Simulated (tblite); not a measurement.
# SiH3SI (SMILES S[SiH2]I): IPEA1-xTB

Aim: the electronic atomisation energy of SiH3SI at IPEA1-xTB, from 5 runs. 

Program for the calculation: tblite 0.8.0.

20 further runs of the same task are left out: 20 set aside as unsound or not needed.

### Step 1. The molecule

The species is SiH3SI (6 atoms), meant as a singlet with charge 0. As SMILES, `S[SiH2]I`. The shape is that of a GFN2-xTB optimisation. This is one conformer, not always the lowest.

Bond lengths: S1–Si2 2.141 Å, Si2–I3 2.465 Å, S1–H4 1.326 Å, Si2–H5 1.450 Å, Si2–H6 1.444 Å. Angles: S1–Si2–I3 110.7°, S1–Si2–H5 109.9°, S1–Si2–H6 105.3°, I3–Si2–H5 106.0°, I3–Si2–H6 108.2°, Si2–S1–H4 96.8°, H5–Si2–H6 116.6°.

### Step 2. Energy and gradient at IPEA1-xTB

Input file input.xyz:

```xyz
6

S     -0.965600    -1.430220    -0.105160
Si     0.489520     0.093630     0.276740
I     -0.552790     2.327020     0.226860
H     -1.421920    -0.929680    -1.245140
H      1.489990     0.094830    -0.772180
H      0.960800    -0.155580     1.618880
```

Input file calc.py:

```python
import json
import numpy as np
from ase.io import read
from tblite.ase import TBLite
from ase.units import kJ, mol as mol_
from ase.units import Debye

system = read("input.xyz")
start = system.get_positions()

system.calc = TBLite(method="IPEA1-xTB", charge=0, accuracy=0.1, spin_polarization=1.0)
print(f"Potential energy: {system.get_potential_energy() / (kJ / mol_):.6f} kJ/mol")
print(f"Dipole: {np.linalg.norm(system.get_dipole_moment()) / Debye:.4f} D")
for a, q in zip(system, system.get_charges()):
    print(f"{a.symbol}{a.index + 1} {q:+.4f}")
print("Forces (eV/angstrom):")
for a, F in zip(system, system.get_forces()):
    print(f"{a.symbol:<2} {F[0]:11.6f} {F[1]:11.6f} {F[2]:11.6f}")
json.dump(dict(energy=system.get_potential_energy(), forces=system.get_forces().tolist(), dipole=system.get_dipole_moment().tolist(), charges=system.get_charges().tolist(),
               symbols=system.get_chemical_symbols(), start=start.tolist(), final=system.positions.tolist()), open("results.json", "w"))
```

Started as:

```console
$ python calc.py
```

The log of the run:

```text
------------------------------------------------------------
  cycle        total energy    energy error   density error
------------------------------------------------------------
      1     -11.40929378215  -1.1474349E+01   2.5438468E-01
      2     -11.42571733283  -1.6423551E-02   1.4052988E-01
      3     -11.42130797302   4.4093598E-03   5.0780906E-02
      4     -11.42709699346  -5.7890204E-03   1.7351391E-02
      5     -11.42804796483  -9.5097137E-04   1.9210509E-03
      6     -11.42804982222  -1.8573848E-06   5.7665165E-04
      7     -11.42805047957  -6.5735518E-07   1.4537183E-04
      8     -11.42805057901  -9.9437949E-08   3.8277707E-05
      9     -11.42805058664  -7.6274915E-09   3.5039671E-06
     10     -11.42805058667  -3.6999737E-11   8.2536230E-07
------------------------------------------------------------

 total:                                   0.007 sec
Potential energy: -30004.342687 kJ/mol
Dipole: 1.2783 D
S1 -0.2189
Si2 +0.1663
I3 -0.0064
H4 +0.1400
H5 -0.0435
H6 -0.0375
Forces (eV/angstrom):
S     0.706567    0.825198   -0.153467
Si   -1.000667    0.248603   -0.228408
I     0.403229   -0.726350    0.019477
H     0.108486   -0.163244    0.370599
H    -0.214814   -0.128961    0.521059
H    -0.002801   -0.055247   -0.529260
```

It took 0.92 s on 1 thread of Intel Xeon at 2.70GHz, shared host.

### Step 3. The H atom: a single-point energy at IPEA1-xTB

Input file script.py:

```python
import json
import numpy as np
from ase import Atoms
from ase.units import Bohr
from tblite.ase import TBLite
from ase.units import Hartree
from ase.units import Debye

system = Atoms(["H"], positions=Bohr * np.array([
    [0.000000, 0.000000, 0.000000],
]))
start = system.get_positions()

system.calc = TBLite(
    method="IPEA1-xTB",
    charge=0,
    multiplicity=2,
    accuracy=0.1,
    spin_polarization=1.0,
    verbosity=0,
)
print(f"Energy: {system.get_potential_energy() / Hartree:.6f} Eh")
print(f"Dipole: {np.linalg.norm(system.get_dipole_moment()) / Debye:.4f} D")
for a, q in zip(system, system.get_charges()):
    print(f"{a.symbol}{a.index + 1} {q:+.4f}")
json.dump(dict(energy=system.get_potential_energy(), forces=system.get_forces().tolist(), dipole=system.get_dipole_moment().tolist(), charges=system.get_charges().tolist(),
               symbols=system.get_chemical_symbols(), start=start.tolist(), final=system.positions.tolist()), open("results.json", "w"))
```

Run the same way, it converges to -0.42249 Eh (log not shown).

### Step 4. The I atom: a single-point energy at IPEA1-xTB

Input file run.py:

```python
import json
import numpy as np
from ase import Atoms
from ase.units import Bohr
from tblite.ase import TBLite
from ase.units import kcal, mol as mol_
from ase.units import Debye

mol = Atoms(["I"], positions=Bohr * np.array([
    [0.000000, 0.000000, 0.000000],
]))
start = mol.get_positions()

mol.calc = TBLite(
    method="IPEA1-xTB",
    multiplicity=2,
    accuracy=0.1,
    spin_polarization=1.0,
)
print(f"Potential energy: {mol.get_potential_energy() / (kcal / mol_):.6f} kcal/mol")
print(f"Dipole: {np.linalg.norm(mol.get_dipole_moment()) / Debye:.4f} D")
print("Charges:", np.round(mol.get_charges(), 4))
json.dump(dict(energy=mol.get_potential_energy(), forces=mol.get_forces().tolist(), dipole=mol.get_dipole_moment().tolist(), charges=mol.get_charges().tolist(),
               symbols=mol.get_chemical_symbols(), start=start.tolist(), final=mol.positions.tolist()), open("results.json", "w"))
```

Started as:

```console
$ python run.py
```

The log of the run:

```text
------------------------------------------------------------
  cycle        total energy    energy error   density error
------------------------------------------------------------
      1     -3.891494776949  -3.8914948E+00   4.0824829E-01
      2     -3.891494776949   0.0000000E+00   2.4494897E-01
      3     -3.891494776949   0.0000000E+00   1.4695469E-05
      4     -3.891494776949   0.0000000E+00   1.1376491E-14
------------------------------------------------------------

 total:                                   0.001 sec
Potential energy: -2441.949840 kcal/mol
Dipole: 0.0000 D
Charges: [-0.]
```

Run time: 0.21 s. Hardware: 1 thread of Intel Xeon at 2.70GHz, shared host.

### Step 5. The S atom: a single-point energy at IPEA1-xTB

Input file run.py:

```python
import json
import numpy as np
from ase import Atoms
from ase.units import Bohr
from tblite.ase import TBLite
from ase.units import Debye

mol = Atoms(["S"], positions=Bohr * np.array([
    [0.000000, 0.000000, 0.000000],
]))
start = mol.get_positions()

mol.calc = TBLite(
    method="IPEA1-xTB",
    multiplicity=3,
    accuracy=0.1,
    spin_polarization=1.0,
    verbosity=0,
)
print(f"Potential energy: {mol.get_potential_energy():.6f} eV")
print(f"Dipole: {np.linalg.norm(mol.get_dipole_moment()) / Debye:.4f} D")
for a, q in zip(mol, mol.get_charges()):
    print(f"{a.symbol}{a.index + 1} {q:+.4f}")
json.dump(dict(energy=mol.get_potential_energy(), forces=mol.get_forces().tolist(), dipole=mol.get_dipole_moment().tolist(), charges=mol.get_charges().tolist(),
               symbols=mol.get_chemical_symbols(), start=start.tolist(), final=mol.positions.tolist()), open("results.json", "w"))
```

Started as:

```console
$ python run.py
```

The log of the run:

```text
Potential energy: -98.417124 eV
Dipole: 0.0000 D
S1 +0.0000
```

It took 0.21 s on 1 thread of Intel Xeon at 2.70GHz, shared host.

### Step 6. The Si atom: the energy at IPEA1-xTB

Input file script.py:

```python
import json
import numpy as np
from tblite.interface import Calculator

symbols = ["Si"]
numbers = np.array([14])
positions = np.array([
    [0.000000, 0.000000, 0.000000],
]) / 0.5291772  # angstrom to bohr

tb = Calculator("IPEA1-xTB", numbers, positions, charge=0, uhf=2)
tb.set("verbosity", 0)
tb.set("accuracy", 0.1)
tb.add("spin-polarization", 1.0)
sp = tb.singlepoint()

print(f"total energy: {sp.get('energy'):.8f} Eh")
eps = np.atleast_2d(sp.get("orbital-energies")) * 27.211386
occ = np.atleast_2d(sp.get("orbital-occupations"))
filled = occ.sum(axis=0) if eps.shape[0] == 1 else occ[0]
homo = np.nonzero(filled > 0.5)[0].max()
print("  MO   occupation   energy/eV")
for i in range(max(0, homo - 4), min(eps.shape[1], homo + 5)):
    print(f"{i + 1:4d} {filled[i]:10.4f} {eps[0, i]:12.4f}")
mu = sp.get("dipole") * 2.541746
print(f"Dipole moment: {np.linalg.norm(mu):.4f} D, components " + " ".join(f"{c:.4f}" for c in mu))
q = sp.get("charges")
print("Charges:", " ".join(f"{s}{i + 1}={c:+.4f}" for i, (s, c) in enumerate(zip(symbols, q))))
out = {k: np.asarray(sp.get(k)).tolist() for k in ("energy", "gradient", "charges", "dipole", "orbital-energies", "orbital-occupations")}
out.update(symbols=symbols, positions=(positions * 0.529177210903).tolist())
json.dump(out, open("results.json", "w"))
```

Run the same way, it converges to -1.65220 Eh (log not shown).

### Step 7. What came out

At IPEA1-xTB:

```
                                      quantity         value
                        molecule: total energy  -11.42805 Eh
                       molecule: dipole moment        1.28 D
            molecule: largest force on an atom    1.097 eV/Å
                          H atom: total energy   -0.42249 Eh
                         H atom: dipole moment        0.00 D
              H atom: largest force on an atom    0.000 eV/Å
                          I atom: total energy   -3.89149 Eh
                         I atom: dipole moment        0.00 D
              I atom: largest force on an atom    0.000 eV/Å
                          S atom: total energy   -3.61676 Eh
                         S atom: dipole moment        0.00 D
              S atom: largest force on an atom    0.000 eV/Å
                         Si atom: total energy   -1.65220 Eh
                        Si atom: dipole moment        0.00 D
Si atom: HOMO energy (as the program lists it)      -8.34 eV
Si atom: LUMO energy (as the program lists it)      -3.14 eV
             Si atom: largest force on an atom    0.000 eV/Å
                 electronic atomisation energy     27.215 eV
```

What this shows: Taking the molecule apart into free atoms costs 27.22 eV (628 kcal/mol), before zero-point energy and without spin-orbit coupling. The largest force (molecule) is 1.10 eV/Å: the shape isn't a stationary point for this species at this level. Tight-binding and semi-empirical models aren't fitted to free atoms, so this value can be far from the true one. Mulliken charges (molecule) run from -0.22 on S1 to +0.17 on Si2.
